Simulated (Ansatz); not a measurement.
# ScAl3: the cost of one run

Method: DFT LDA, scalar-relativistic, plane waves, PAW, in Ansatz 0.2.0.

## (1) The starting structure

Symmetry: Pm-3m, No. 221, cubic system. The conventional cell has a = 4.100 Å, b = 4.100 Å, c = 4.100 Å, α = 90.00°, β = 90.00°, γ = 90.00°. Al (site symmetry 4/mmm) is surrounded by 8 Al at 2.90 Å and 4 Sc at 2.90 Å. Sc (site symmetry m-3m) has 12 Al at 2.90 Å as nearest neighbours.

Structure file:

```cif
data_structure
_symmetry_space_group_name_H-M 'P 1'
_symmetry_Int_Tables_number 1
_cell_length_a 4.1000
_cell_length_b 4.1000
_cell_length_c 4.1000
_cell_angle_alpha 90.000
_cell_angle_beta 90.000
_cell_angle_gamma 90.000
_cell_volume 68.92
loop_
_atom_site_label
_atom_site_type_symbol
_atom_site_fract_x
_atom_site_fract_y
_atom_site_fract_z
_atom_site_occupancy
Al1 Al 0.00000 0.50000 0.50000 1
Al2 Al 0.50000 0.00000 0.50000 1
Al3 Al 0.50000 0.50000 0.00000 1
Sc1 Sc 0.00000 0.00000 0.00000 1
```

## (2) Relaxing cell and atoms: ScAl3, no spin

input.yaml

```yaml
crystal:
  lattice:
    - [4.1, 0.0, 0.0]
    - [0.0, 4.1, 0.0]
    - [0.0, 0.0, 4.1]
  atoms:
    - { symbol: Al, position: [0.0, 0.5, 0.5] }
    - { symbol: Al, position: [0.5, 0.0, 0.5] }
    - { symbol: Al, position: [0.5, 0.5, 0.0] }
    - { symbol: Sc, position: [0.0, 0.0, 0.0] }
scf:
  occupations: { method: gaussian, width: 0.1 }
output:
  forces: true
  stress: true
  eigenvalues: true
  write_density: true
  write_potential: true
  elf: true
  volumetric_format: npy
hamiltonian:
  xc: lda
  pseudopotentials: { kind: paw, azcp: { folder: soft_1 } }
relax:
  f_tol: 0.003
  max_steps: 60
  cell: { stress_tol: 0.02 }
kpoints:
  mp_grid: { grid: [12, 12, 12] }
```

Run with:

```sh
ansatz run input.yaml --threads 8 --pin off --max-ram 16384MiB --backend cpu --events-out ev --progress --plain --runs-dir out
```

**Question.** How long does this run take on 8 threads of Intel Xeon Platinum 8259CL at 2.50GHz (Skylake/Cascade Lake), shared host, and how much memory does it need?

About 5.1 s, with a peak of 0.53 GiB.
